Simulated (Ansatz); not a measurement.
# CH₇NSn: taking an electron away

One table from this session's results is given with a row withheld; the runs are named, their logs left out.

Program: Ansatz 0.2.0, Gaussian basis. Level of theory: unrestricted cation, the program's frozen cores in correlated methods. These are calculated values, not measurements.

Levels to be run: UKS PBE-D4/def2-TZVPP; UKS r2SCAN-D4/def2-TZVPP; UKS PBE0-D4/def2-TZVPP; UKS B3LYP-D4/def2-TZVPP; UKS wB97X-V/def2-TZVPP; UKS wB97M-V/def2-TZVPP; UKS B2PLYP/def2-TZVPP; UHF-CCSD(T)/def2-TZVPP; UHF-MP2/def2-QZVPP; extrapolation to the limit; then −ε(HOMO) from the neutral's earlier runs with LDA (SPW92), PBE-D4, revPBE-D4, BLYP-D4, r2SCAN-D4, B97M-V, PBE0-D4, B3LYP-D4, r2SCANh-D4, r2SCAN0-D4, HSE06-D4, BHLYP-D4, CAM-B3LYP-D4, LC-ωPBE, ωB97X-V, ωB97M-V.

## Structure used throughout

The geometry comes from an earlier relaxation with PBE0-D4 in a triple-zeta def2 set; it is a stationary point, not always the lowest conformer. Sn takes the def2 core potential; no spin-orbit term is included.

SMILES `C[NH][SnH3]`, 10 atoms, charge 0, spin multiplicity 1.

Atoms are counted from 1 here; the program's logs count them from 0.

Bond lengths: C1–N2 1.451 Å, C1–H4 1.095 Å, C1–H5 1.094 Å, C1–H6 1.101 Å, N2–Sn3 2.028 Å, N2–H7 1.011 Å, Sn3–H8 1.704 Å, Sn3–H9 1.706 Å, Sn3–H10 1.718 Å. Angles: N2–C1–H4 110.3°, N2–C1–H5 109.7°, N2–C1–H6 115.1°, H4–C1–H5 106.6°, H4–C1–H6 107.5°, H5–C1–H6 107.2°, C1–N2–Sn3 118.3°, C1–N2–H7 111.0°, Sn3–N2–H7 112.4°, N2–Sn3–H8 106.4°, N2–Sn3–H9 105.8°, N2–Sn3–H10 112.2°, H8–Sn3–H9 112.5°, H8–Sn3–H10 110.6°, H9–Sn3–H10 109.3°.

The first run:

Contents of in.yaml:

```yaml
crystal:
  periodic: [false, false, false]
  atoms:
    - {symbol: C, position_ang: [-0.898446, 0.757993, -0.879170]}
    - {symbol: N, position_ang: [-0.342956, -0.532886, -0.516509]}
    - {symbol: Sn, position_ang: [0.897283, -0.629450, 1.085140]}
    - {symbol: H, position_ang: [-1.664191, 0.637551, -1.652701]}
    - {symbol: H, position_ang: [-1.396808, 1.201089, -0.011715]}
    - {symbol: H, position_ang: [-0.168248, 1.494610, -1.247497]}
    - {symbol: H, position_ang: [0.037260, -1.003997, -1.326231]}
    - {symbol: H, position_ang: [1.451683, -2.238972, 1.169911]}
    - {symbol: H, position_ang: [-0.052597, -0.195492, 2.433722]}
    - {symbol: H, position_ang: [2.220221, 0.458355, 0.947950]}
basis:
  gaussian: {orbitals: def2-TZVPP}
total_charge: 1
magnetization: {spin_polarized: true, initial_magnetization: 1}
hamiltonian: {xc: pbe, dispersion: d4}
```

Started as:

```
$ ansatz run in.yaml --threads 2 --pin off --events-out ev --progress --plain --max-ram 32768MiB --backend cpu
```

Among the steps run: Cation, UKS PBE-D4/def2-TZVPP; Cation, UKS r2SCAN-D4/def2-TZVPP; Cation, UKS PBE0-D4/def2-TZVPP; Cation, UKS B3LYP-D4/def2-TZVPP; Cation, UKS wB97X-V/def2-TZVPP; Cation, UKS wB97M-V/def2-TZVPP; Cation, UKS B2PLYP (frozen core)/def2-TZVPP; Cation, UHF-CCSD(T)/def2-TZVPP; Cation, UHF-MP2/def2-QZVPP.

One table of the session follows, with a row left open; its other results are not shown here.

It belongs to the step «Ionisation energies side by side». Orbital estimates, from the neutral's runs:

```
  functional  −ε(HOMO) (eV)
 LDA (SPW92)           5.24
      PBE-D4           5.15
   revPBE-D4           5.10
     BLYP-D4           5.04
   r2SCAN-D4           5.40
      B97M-V           5.56
     PBE0-D4           6.50
    B3LYP-D4           6.28
  r2SCANh-D4              ?
  r2SCAN0-D4           6.68
    HSE06-D4           6.09
    BHLYP-D4           7.79
CAM-B3LYP-D4           7.89
     LC-ωPBE           9.24
     ωB97X-V           8.90
     ωB97M-V           8.82
```

Estimate the missing values for r2SCANh-D4.

Worked estimate for «−ε(HOMO) (eV)». Against the share of exact exchange, r2SCAN-D4 (0, 5.40), r2SCAN0-D4 (0.25, 6.68) give a slope of 5.12 per unit share; at 0.1 the line stands at 5.91.

As computed: −ε(HOMO) (eV): 5.91. In «−ε(HOMO) (eV)» the line misses by 0.00.
